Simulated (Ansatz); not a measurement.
Task: a ladder of methods at one geometry of ClFH₃N₂V, SMILES [NH]=[V]([NH2])([F])[Cl], with the Python package of Ansatz (0.2.0). Give the script and its output. Settings (for the species named): revPBE, def2-SVP basis, multiplicity 1. The script varies functional: revpbe, hf, pbe, cam_b3lyp, r2scan0.

Contents of `clfh3n2v.xyz`:
```text
8

N    -1.35980    0.98340    0.80760
V    -0.34920    0.10850   -0.40100
N     0.61260   -1.39130    0.56660
F    -1.36970   -0.63160   -1.79250
Cl    1.21270    1.57150   -1.36260
H    -1.25730    2.05050    0.95020
H     1.27890   -0.93180    1.30000
H     1.32400   -1.81630   -0.12410
```

`run_methods.py`:
```python
"""ClFH3N2V at several levels of theory."""

from pathlib import Path
import argparse

import ansatz as az
import numpy as np

parser = argparse.ArgumentParser(description="ClFH3N2V at several levels of theory.")
parser.add_argument("--basis", default="def2-SVP", help="Gaussian basis set")
args = parser.parse_args()


def main() -> None:
    clfh3n2v = az.Crystal.molecule_from_extxyz("clfh3n2v.xyz")

    job = clfh3n2v.calculation().basis(gaussian=args.basis)

    print("functional    E (Ha)        dipole (D)   HOMO (eV)  LUMO (eV)")
    for name in ["revpbe", "hf", "pbe", "cam_b3lyp", "r2scan0"]:
        summary = job.functional(name).forces().orbitals().run(threads=1, runs_dir="runs").report
        lines = Path(summary["orbitals_path"]).read_text().splitlines()
        field_of = lambda key: [line.split("=")[1].strip() for line in lines if line.startswith(key)]
        orbitals = [(27.211386 * float(e), s, float(n)) for e, s, n in zip(field_of("Ene="), field_of("Spin="), field_of("Occup="))]
        homo = max(e for e, _, n in orbitals if n > 0.5)
        lumo = min(e for e, _, n in orbitals if n < 0.5)
        dipole = 4.803205 * np.linalg.norm(summary["charge_distribution"]["dipole_moment_e_ang"])
        print(f"{name:10s} {summary['free_energy_ev'] / 27.211386246:14.6f} {dipole:9.3f} {homo:11.3f} {lumo:10.3f}")


if __name__ == "__main__":
    main()
```

`python run_methods.py` gives:
```text
functional    E (Ha)        dipole (D)   HOMO (eV)  LUMO (eV)
revpbe       -1614.787994     2.643      -6.724     -4.905
hf           -1611.908512     4.258     -11.623     -1.135
pbe          -1614.401531     2.699      -6.759     -4.940
cam_b3lyp    -1614.927080     2.986      -9.569     -3.118
r2scan0      -1614.726033     3.108      -8.526     -4.358
```

Total energies depend on the basis set; only differences at equal settings carry meaning. The geometry is a force-field or estimated start, not a minimum of this method, and the basis set is short of its limit. A lower total doesn't mark the better method: functionals have no common bound, and MP2 and coupled cluster aren't variational. Levels such as HOMO and LUMO are orbital energies: with these approximate functionals they aren't the ionisation energy and electron affinity, and their gap isn't the fundamental gap. The whole script took 50 s on 1 thread of AMD EPYC 7B13 (Zen 3), with other jobs on the host, peak memory 0.36 GiB.
